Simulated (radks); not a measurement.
# C in [He] 2s2 2p1.5 3s0.5: an all-electron calculation

The task here is to estimate one member of a computed series from the others.

Method: non-relativistic Kohn-Sham, RPBE, spin-unpolarised, spherical densities, point nucleus. Code: radks (a radial shooting solver on a logarithmic mesh, Libxc functionals) version 1.

### What is computed

| Property | Result |
| --- | --- |
| element | carbon (Z = 6) |
| charge | 0 |
| electrons | 6 |
| configuration | [He] 2s2 2p1.5 3s0.5 |

Set-up of the first run:

Settings of this run:

```text
Z 6
configuration [He] 2s2 2p1.5 3s0.5
relativity non-relativistic
functional rpbe,pbe
spin unpolarised
nucleus point
```

Command:

```bash
> python run_ks.py task.json out
```

The same process makes all the runs of this session.

One of the session's tables, all rows but one given; the rest of the session is left out.

It belongs to the step «Shells». From the orbitals of this run (lengths in bohr):

```
level     <r>  outermost maximum (interpolated)  90 % within  nodes
   1s  0.2702                             0.174        0.485      0
   2s   1.519                              1.20         2.41      1
   2p   1.652                              1.17         2.81      0
   3s       ?                                 ?            ?      ?
```

Estimate the missing values for 3s.

As computed: <r>: 6.877; outermost maximum (interpolated): 5.82; 90 % within: 10.5; nodes: 2. In the column «<r>» it is the highest.
